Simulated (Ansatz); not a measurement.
# CH₇InN₂: up Jacob's ladder to CCSD(T)

One table from this session's results is given with a row withheld; the runs are named, their logs left out.

Program: Ansatz 0.2.0, Gaussian basis. Level of theory: functionals in def2-TZVPP, the program's frozen cores in correlated methods. These are calculated values, not measurements.

The runs, in order: LDA (SPW92), PBE-D4, revPBE-D4, BLYP-D4, r2SCAN-D4, B97M-V, PBE0-D4, B3LYP-D4, r2SCANh-D4, r2SCAN0-D4, HSE06-D4, BHLYP-D4, CAM-B3LYP-D4, LC-ωPBE, ωB97X-V, ωB97M-V, B2PLYP, PBE-QIDH; CCSD(T)/def2-SVP; CCSD(T)/def2-TZVPP; MP2/def2-QZVPP; extrapolation to the limit; RPA on PBE.

## The relaxed structure

An earlier PBE0-D4 in a triple-zeta def2 set relaxation fixed the geometry. In takes the def2 core potential; no spin-orbit term is included.

SMILES `NC[NH][InH2]`, 11 atoms, charge 0, spin multiplicity 1.

Atoms are counted from 1 here; the program's logs count them from 0.

Bond lengths: N1–C2 1.504 Å, N1–H5 1.015 Å, N1–H6 1.016 Å, C2–N3 1.426 Å, C2–H7 1.097 Å, C2–H8 1.097 Å, N3–In4 2.121 Å, N3–H9 1.012 Å, In4–H10 1.725 Å, In4–H11 1.722 Å. Angles: C2–N1–H5 111.0°, C2–N1–H6 113.3°, H5–N1–H6 107.8°, N1–C2–N3 109.3°, N1–C2–H7 104.7°, N1–C2–H8 111.0°, N3–C2–H7 110.6°, N3–C2–H8 113.4°, H7–C2–H8 107.5°, C2–N3–In4 97.6°, C2–N3–H9 110.7°, In4–N3–H9 113.7°, N3–In4–H10 117.4°, N3–In4–H11 114.2°, H10–In4–H11 126.6°.

The first run:

The input, in.yaml:

```yaml
crystal:
  periodic: [false, false, false]
  atoms:
    - {symbol: N, position_ang: [-0.562214, 0.911477, -0.322021]}
    - {symbol: C, position_ang: [-0.712502, -0.025135, 0.845490]}
    - {symbol: N, position_ang: [0.455549, -0.837114, 0.950723]}
    - {symbol: In, position_ang: [1.056825, -0.727309, -1.079785]}
    - {symbol: H, position_ang: [-0.097733, 1.769332, -0.042376]}
    - {symbol: H, position_ang: [-1.447840, 1.164036, -0.750080]}
    - {symbol: H, position_ang: [-1.588757, -0.638294, 0.600085]}
    - {symbol: H, position_ang: [-0.942825, 0.527334, 1.764331]}
    - {symbol: H, position_ang: [1.119928, -0.425616, 1.594062]}
    - {symbol: H, position_ang: [2.583035, 0.002457, -1.416860]}
    - {symbol: H, position_ang: [0.136534, -1.721167, -2.143578]}
basis:
  gaussian: {orbitals: def2-TZVPP}
hamiltonian: {xc: lda}
output: {orbitals: {seedname: orbitals}}
```

Run with:

```
ansatz run in.yaml --threads 4 --pin off --events-out ev --progress --plain --max-ram 10444MiB
```

Among the steps run: LDA; PBE-D4 (GGA); revPBE-D4 (GGA); BLYP-D4 (GGA); r2SCAN-D4 (meta-GGA); B97M-V (meta-GGA); B3LYP-D4 (hybrid); r2SCANh-D4 (hybrid); r2SCAN0-D4 (hybrid); HSE06-D4 (hybrid); BHLYP-D4 (hybrid); CAM-B3LYP-D4 (range-separated); LC-ωPBE (range-separated); ωB97X-V (range-separated); ωB97M-V (range-separated); B2PLYP (double hybrid); PBE-QIDH (double hybrid).

One of the session's tables, all rows but one given; the rest of the session is left out.

It belongs to the step «Orbital energies across the functionals». 

```
  functional  HOMO (eV)  gap (eV)
 LDA (SPW92)      -5.04      3.68
      PBE-D4      -4.91      3.75
   revPBE-D4      -4.85      3.78
     BLYP-D4      -4.80      3.67
   r2SCAN-D4      -5.14      4.38
      B97M-V      -5.29      4.16
     PBE0-D4      -6.21      5.75
    B3LYP-D4      -6.00      5.27
  r2SCANh-D4      -5.63      5.11
  r2SCAN0-D4          ?         ?
    HSE06-D4      -5.81      5.01
    BHLYP-D4      -7.47      7.58
CAM-B3LYP-D4      -7.59      7.85
     LC-ωPBE      -8.93     10.22
     ωB97X-V      -8.60      9.77
     ωB97M-V      -8.54      9.28
```

Estimate the missing values for r2SCAN0-D4.

Worked estimate for «HOMO (eV)». Against the share of exact exchange, r2SCAN-D4 (0, -5.14), r2SCANh-D4 (0.1, -5.63) give a slope of -4.90 per unit share; at 0.25 the line stands at -6.36.

**Answer.** HOMO (eV): -6.39; gap (eV): 6.19. In «HOMO (eV)» the line misses by +0.03.
